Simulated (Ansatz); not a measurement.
# C2H4B2O: the cost of one run

Program: Ansatz 0.2.0. Level of theory: RKS B3LYP-D4/STO-3G. These are calculated values, not measurements.

**1. Starting point**

Bond lengths: B1–C2 1.392 Å, C2–C3 1.468 Å, C3–B4 1.400 Å, B4–O5 1.305 Å, B1–H6 1.148 Å, C2–H7 1.089 Å, C3–H8 1.084 Å, O5–H9 0.959 Å. Angles: B1–C2–C3 129.8°, B1–C2–H7 117.5°, C3–C2–H7 112.7°, C2–B1–H6 178.9°, C2–C3–B4 127.3°, C2–C3–H8 113.7°, B4–C3–H8 119.0°, C3–B4–O5 178.3°, B4–O5–H9 120.9°.

Coordinates:

```xyz
9

B    -1.2857    1.5323   -1.2711
C    -0.4547    0.9275   -0.3319
C    -0.1787   -0.4958   -0.0993
B     0.6791   -1.0485    0.8590
O     1.4639   -1.5986    1.7451
H    -1.9571    2.0492   -2.0454
H     0.0983    1.5794    0.3427
H    -0.7468   -1.1595   -0.7411
H     2.3817   -1.7861    1.5420
```

**2. Relaxing the start**

The input, input.yaml:

```yaml
crystal:
  periodic: [false, false, false]
  atoms:
    - { symbol: B, position_ang: [-1.28572, 1.53226, -1.27109] }
    - { symbol: C, position_ang: [-0.45466, 0.92755, -0.33188] }
    - { symbol: C, position_ang: [-0.1787, -0.49578, -0.09932] }
    - { symbol: B, position_ang: [0.67907, -1.04845, 0.85897] }
    - { symbol: O, position_ang: [1.46386, -1.5986, 1.74511] }
    - { symbol: H, position_ang: [-1.95706, 2.04919, -2.04538] }
    - { symbol: H, position_ang: [0.09825, 1.57937, 0.3427] }
    - { symbol: H, position_ang: [-0.74679, -1.15947, -0.74112] }
    - { symbol: H, position_ang: [2.38175, -1.78606, 1.54201] }
basis:
  gaussian: { orbitals: STO-3G }
hamiltonian:
  xc: b3lyp
  dispersion: d4
relax:
  f_tol: 0.02
  max_steps: 40
```

On the command line:

```sh
$ ansatz run input.yaml --threads 1 --pin off --max-ram 2048MiB --backend cpu --events-out ev --progress --plain --runs-dir out
```

**Question.** How long does this run take on 1 thread of an Arm CPU, shared host, and how much memory does it need?

About 31 s, with a peak of 0.12 GiB.
